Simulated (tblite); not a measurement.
# C5H12O2Si2: the cost of one run

Programs: tblite 0.8.0 and PySCF 2.14.0, with density-fitted response routines of our own. Each step states its level of theory. These are calculated values for one molecule in the gas phase, unless marked as measured. Atoms are numbered from 0 throughout.

## (1) The molecule as given

21 atoms, charge 0, multiplicity 1; geometry from: force field or distance geometry start.

Bonds of the start (Å): C0–C1 1.33, C1–C2 1.52, C2–Si3 1.85, Si3–O4 1.71, Si3–Si5 2.22, Si3–O6 1.74, O6–C7 1.40, C7–C8 1.33, C0–H9 1.09, C0–H10 1.09, C1–H11 1.08, C2–H12 1.11, C2–H13 1.10, O4–H14 1.02, Si5–H15 1.46, Si5–H16 1.49, Si5–H17 1.47, C7–H18 1.10, C8–H19 1.09, C8–H20 1.08.

## (2) Optimising the geometry with GFN2-xTB

Job settings and geometry (Å):

```
{"job": {"kind": "relax", "xc": "GFN2-xTB", "basis": "xTB"}, "charge": 0, "multiplicity": 1}
C     -2.918900    -1.542600    -0.150000
C     -2.376900    -0.341100     0.020800
C     -1.324600    -0.130300     1.090800
Si     0.207700     0.450900     0.228200
O      0.267100    -0.296900    -1.312500
Si     0.247200     2.661400     0.014000
O      1.578400    -0.099200     1.146700
C      2.312100    -1.172100     0.613500
C      3.558000    -1.026000     0.186800
H     -3.681100    -1.655100    -0.923300
H     -2.633600    -2.386000     0.476500
H     -2.647400     0.513400    -0.573800
H     -1.691100     0.601900     1.837600
H     -1.157400    -1.078500     1.615800
H     -0.384100     0.200100    -1.911800
H      1.608500     3.111900    -0.278000
H     -0.244500     3.289700     1.271200
H     -0.718800     3.016600    -1.029200
H      1.818600    -2.155400     0.547700
H      4.083000    -0.075800     0.236000
H      4.089000    -1.870000    -0.225400
```

On the command line:

```
$ OMP_NUM_THREADS=1 python probes_run.py task.json out
```

The driver reads the jobs from task.json and runs them one after another.

Q: Estimate the wall time and peak memory of this first job on 1 thread of Arm Neoverse V1, shared host.

About 2.9 s, with a peak of 0.18 GiB.
